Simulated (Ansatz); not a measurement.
# GaAsH (quartet): wave-function methods side by side, cc-pVDZ

One table from this session's results is given with a row withheld; the runs are named, their logs left out.

Method: cc-pVDZ, core rule «outside noble gas», up to 28 orbitals frozen; program: Ansatz 0.2.0, Gaussian basis.

To be run: UHF; CCSD(T) on ROHF; CCSD(T) on UHF; BCCD(T) on ROHF; CISD as a restricted active space (open shells left free, so some higher excitations enter); CCSDT(Q) on ROHF; CCSDT(Q) on UHF; CCSDTQ on ROHF; CCSDTQ on UHF.

14 further runs of the same task are left out: 11 for a known fault of the program, 3 set aside as unsound or not needed. Runs told in other sessions of the task aren't counted.

**The geometry**

The geometry is a PBE0/def2-TZVP stationary point (not a proven minimum). No spin-orbit coupling is included. The filled d shell of Ga, As may be among the frozen orbitals whatever the setting's name suggests.

3 atoms, charge 0, spin multiplicity 4.

Atoms are counted from 1 here; the program's logs count them from 0.

Bond lengths: Ga1–As2 2.510 Å, Ga1–H3 1.618 Å. Angles: As2–Ga1–H3 115.1°.

The first run:

File in.yaml:

```yaml
crystal:
  periodic: [false, false, false]
  atoms:
    - {symbol: Ga, position_ang: [0.000000, -0.505457, 0.594301]}
    - {symbol: As, position_ang: [0.000000, -0.435519, -1.914688]}
    - {symbol: H, position_ang: [0.000000, 0.940976, 1.320387]}
basis:
  gaussian: {orbitals: cc-pVDZ}
magnetization: {spin_polarized: true, initial_magnetization: 3}
hamiltonian: {xc: hf}
output: {orbitals: {seedname: orbitals}}
```

Launch:

```
ansatz run in.yaml --threads 1 --pin off --events-out ev --progress --plain --max-ram 4096MiB --backend cpu
```

Among the steps run: UHF; CCSD(T) on ROHF; CCSD(T) on UHF; BCCD(T) on ROHF; CISD as a restricted active space (open shells left free, so some higher excitations enter); CCSDT(Q) on ROHF; CCSDT(Q) on UHF; CCSDTQ on ROHF; CCSDTQ on UHF.

One table of the session follows, with a row left open; its other results are not shown here.

```
   method  from UCCSDTQ (meV)
     ROHF             +4127.4
      UHF             +3951.2
     RMP2                   ?
     UMP2              +949.2
    RCCSD              +155.7
    UCCSD              +135.2
 RCCSD(T)               +48.2
 UCCSD(T)               +34.3
  BCCD(T)               +48.2
   RCCSDT               +21.0
   UCCSDT                +6.8
RCCSDT(Q)               +14.7
UCCSDT(Q)                +0.6
  RCCSDTQ               +13.8
  UCCSDTQ                   0
```

Q: Estimate the row for RMP2 from the others.

The run gave: from UCCSDTQ (meV): +953.9. In the column «from UCCSDTQ (meV)» it lies between UMP2 (+949.2) and UHF (+3951.2).

Caveats from the session: Restricted and unrestricted rows rest on different reference determinants; a gap between their highest levels can come from leftover correlation error, from unlike frozen cores or from another state.
